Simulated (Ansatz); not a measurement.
## Sr3Zn under changes of volume

One of the cells (41.140 Å³/atom); the others are scaled copies at fixed shape and fractional positions:

```
CELL_PARAMETERS angstrom
5.47994 0.00000 0.00000
0.00000 5.47994 0.00000
0.00000 0.00000 5.47994
ATOMIC_POSITIONS crystal
Sr 0.00000 0.50000 0.50000
Sr 0.50000 0.50000 0.00000
Sr 0.50000 0.00000 0.50000
Zn 0.00000 0.00000 0.00000
```

The cell comes from a database or a generator and needn't be the stable form of this composition.

```yaml
Program: Ansatz 0.2.0
Functional: PBE
Potentials_or_basis: Ansatz PAW
Cutoff: "420 eV (not typed: the program's choice for these potentials)"
k_mesh: 5 × 5 × 5
Occupations: fermi-dirac, width 0.05 eV
Spin: no spin polarisation
```

```csv
volume (Å³/atom),energy over the lowest point (meV/atom),pressure (GPa)
38.672,7.74,1.0
39.495,3.48,0.7
40.318,?,?
41.140,0.00,0.1
41.963,0.49,-0.2
42.786,2.29,-0.5
43.609,5.31,-0.7
```

Question: What does the run at 40.318 Å³/atom give?

Answer: Energy over the lowest point 0.95 meV/atom; pressure 0.4 GPa.

Worked out: A Birch-Murnaghan fit of order 3 (a polynomial in V^(-2/3)) to the other rows has its minimum at 41.26 Å³/atom with B0 = V·E''(V) = 13.9 GPa and B' = 3.5. It gives 0.95 meV/atom at 40.318 Å³/atom, against the run's 0.95, and -dE/dV = 0.3 GPa, against 0.4.

Energies are extrapolated to zero smearing.
